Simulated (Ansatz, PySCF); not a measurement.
**Gd2N2 in two programs**

Gd2N2 (singlet in the valence; each metal's 4f electrons, 7 of them, lie in its core potential, out of spins and levels), relaxed with PySCF 2.14.0, RKS BP86, Gd lcecp-1-SVP with ECP53, N def2-SVP; non-relativistic Hamiltonian with scalar-relativistic core potentials where named; density fitting; no spin-orbit coupling:

```xyz
4

Gd    0.0000    0.0000    1.5411
Gd    0.0000    0.0000   -1.5411
N     1.3868    0.0000    0.0000
N    -1.3868    0.0000    0.0000
```

There the HOMO–LUMO gap is 1.36 eV. The 4f levels lie in the core potential and are missing.

The same geometry by Ansatz 0.2.0 (PBE, PAW with the 4f shell of lanthanides and the 5f shell of actinides in the valence, a periodic box with 9 Å of vacuum; gaps over both spins; site moments in spheres, but by Gaussian weights under spin-orbit coupling, so that the two can't be compared; unpaired electrons at the start: 14, along z under spin-orbit coupling; the open shells may stand above their lowest state):

| spin-orbit coupling | U on f (eV) | gap (eV) | spin moment on Gd1 (μB) | orbital moment of its f shell (μB) | largest force component (eV/Å) |
| --- | --- | --- | --- | --- | --- |
| without | 0 | 0.83 | 6.61 | – | 1.03 |
| without | 5 | 0.82 | 6.74 | – | 0.91 |
| with | 5 | 0.82 | 6.67 | 0.03 | 0.94 |

(1) What does the run with spin-orbit coupling and with U = 0 eV give?

Semilocal functionals tend to give orbital moments well under those of Hund's rules.

Without U the plane-wave gap ends on 4f levels, which the Gaussian run lacks; U moves filled and empty 4f levels apart, though the lowest empty ones can remain 4f.

The spin-orbit runs use fully relativistic datasets of their own, so changes of a few hundredths of an eV needn't come from the coupling.

An lcecp potential fixes the number of 4f electrons, so in runs with it no electron can move into or out of that shell.

Answers

(1) gap (eV): 0.83, spin moment on Gd1 (μB): 6.56, orbital moment of its f shell (μB): 0.05, largest force component (eV/Å): 1.07. It took 57 s on 2 threads of Intel(R) Xeon(R) 6975P-C (Granite Rapids), on a shared host, peak memory 2.2 GiB.
